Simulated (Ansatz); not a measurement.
# C₆H₄F₆O₂Sn: one species, many methods

One table from this session's results is given with a row withheld; the runs are named, their logs left out.

The runs use Ansatz 0.2.0, Gaussian basis; functionals in def2-TZVPP, the program's frozen cores in correlated methods.

The runs, in order: LDA (SPW92), PBE-D4, revPBE-D4, BLYP-D4, r2SCAN-D4, B97M-V, PBE0-D4, B3LYP-D4, r2SCANh-D4, r2SCAN0-D4, HSE06-D4, BHLYP-D4, CAM-B3LYP-D4, LC-ωPBE, ωB97X-V, ωB97M-V, B2PLYP, PBE-QIDH; CCSD(T)/def2-SVP; CCSD(T)/def2-TZVPP; MP2/def2-QZVPP; extrapolation to the limit; RPA on PBE.

### Structure used throughout

An earlier PBE0-D4 in a triple-zeta def2 set relaxation fixed the geometry. Sn takes the def2 core potential; no spin-orbit term is included.

SMILES `[CH3][Sn-]1[O]C(C(F)(F)F)=CC(C(F)(F)F)=[O+]1`, 19 atoms, charge 0, spin multiplicity 1.

Atoms are counted from 1 here; the program's logs count them from 0.

Bond lengths: C1–Sn2 2.181 Å, C1–H16 1.092 Å, C1–H17 1.093 Å, C1–H18 1.093 Å, Sn2–O3 2.211 Å, Sn2–O15 2.211 Å, O3–C4 1.251 Å, C4–C5 1.540 Å, C4–C9 1.392 Å, C5–F6 1.332 Å, C5–F7 1.331 Å, C5–F8 1.332 Å, C9–C10 1.392 Å, C9–H19 1.077 Å, C10–C11 1.540 Å, C10–O15 1.251 Å, C11–F12 1.331 Å, C11–F13 1.332 Å and more. Angles: Sn2–C1–H16 111.5°, Sn2–C1–H17 109.9°, Sn2–C1–H18 109.9°, H16–C1–H17 108.7°, H16–C1–H18 108.7°, H17–C1–H18 108.1°, C1–Sn2–O3 89.5°, C1–Sn2–O15 89.5°, O3–Sn2–O15 81.7°, Sn2–O3–C4 127.7°, O3–C4–C5 112.8°, O3–C4–C9 128.8°, C5–C4–C9 118.4°, C4–C5–F6 109.7°, C4–C5–F7 109.9°, C4–C5–F8 112.7°, F6–C5–F7 108.3°, F6–C5–F8 108.0° and more.

The first run:

Input file in.yaml:

```yaml
crystal:
  periodic: [false, false, false]
  atoms:
    - {symbol: C, position_ang: [-1.293287, -0.673891, 2.498798]}
    - {symbol: Sn, position_ang: [0.784223, -0.010594, 2.548605]}
    - {symbol: O, position_ang: [0.310621, 1.520807, 1.025070]}
    - {symbol: C, position_ang: [0.110649, 1.347309, -0.197943]}
    - {symbol: C, position_ang: [-0.413386, 2.612031, -0.902674]}
    - {symbol: F, position_ang: [-1.564946, 2.989106, -0.350716]}
    - {symbol: F, position_ang: [0.462388, 3.604042, -0.763025]}
    - {symbol: F, position_ang: [-0.622957, 2.426513, -2.205300]}
    - {symbol: C, position_ang: [0.311377, 0.200391, -0.960752]}
    - {symbol: C, position_ang: [0.855031, -0.969229, -0.437406]}
    - {symbol: C, position_ang: [1.115699, -2.146832, -1.394503]}
    - {symbol: F, position_ang: [2.410913, -2.452086, -1.394449]}
    - {symbol: F, position_ang: [0.754267, -1.880789, -2.648991]}
    - {symbol: F, position_ang: [0.433495, -3.215507, -0.988029]}
    - {symbol: O, position_ang: [1.191825, -1.218542, 0.741730]}
    - {symbol: H, position_ang: [-1.682294, -0.693863, 1.478623]}
    - {symbol: H, position_ang: [-1.914058, -0.001015, 3.096624]}
    - {symbol: H, position_ang: [-1.374474, -1.678058, 2.923738]}
    - {symbol: H, position_ang: [0.083113, 0.235807, -2.013001]}
basis:
  gaussian: {orbitals: def2-TZVPP}
hamiltonian: {xc: lda}
output: {orbitals: {seedname: orbitals}}
```

Launch:

```console
> ansatz run in.yaml --threads 11 --pin off --events-out ev --progress --plain --max-ram 110592MiB --backend cuda --devices 0, --max-vram 75GiB
```

Steps of the session up to this table: LDA; PBE-D4 (GGA); revPBE-D4 (GGA); BLYP-D4 (GGA); r2SCAN-D4 (meta-GGA); B97M-V (meta-GGA); B3LYP-D4 (hybrid); r2SCANh-D4 (hybrid); r2SCAN0-D4 (hybrid); HSE06-D4 (hybrid); BHLYP-D4 (hybrid); CAM-B3LYP-D4 (range-separated); LC-ωPBE (range-separated); ωB97X-V (range-separated); ωB97M-V (range-separated); B2PLYP (double hybrid); PBE-QIDH (double hybrid).

One of the session's tables, all rows but one given; the rest of the session is left out.

It belongs to the step «Orbital energies across the functionals». 

```
  functional  HOMO (eV)  LUMO (eV)  gap (eV)
 LDA (SPW92)      -5.85      -4.08      1.77
      PBE-D4      -5.64      -3.75      1.88
   revPBE-D4      -5.56      -3.63      1.93
     BLYP-D4      -5.51      -3.62      1.89
   r2SCAN-D4      -5.87      -3.72      2.16
      B97M-V      -5.80      -3.59      2.21
     PBE0-D4      -6.66      -2.96      3.70
    B3LYP-D4      -6.49      -3.16      3.33
  r2SCANh-D4          ?          ?         ?
  r2SCAN0-D4      -6.82      -2.95      3.88
    HSE06-D4      -6.27      -3.34      2.93
    BHLYP-D4      -7.57      -2.00      5.57
CAM-B3LYP-D4      -7.91      -1.89      6.02
     LC-ωPBE      -9.12      -0.81      8.31
     ωB97X-V      -8.81      -0.81      8.00
     ωB97M-V      -8.74      -0.85      7.89
```

Estimate the missing values for r2SCANh-D4.

Worked estimate for «HOMO (eV)». Against the share of exact exchange, r2SCAN-D4 (0, -5.87), r2SCAN0-D4 (0.25, -6.82) give a slope of -3.80 per unit share; at 0.1 the line stands at -6.25.

As computed: HOMO (eV): -6.25; LUMO (eV): -3.41; gap (eV): 2.84. In «HOMO (eV)» the line misses by 0.00.
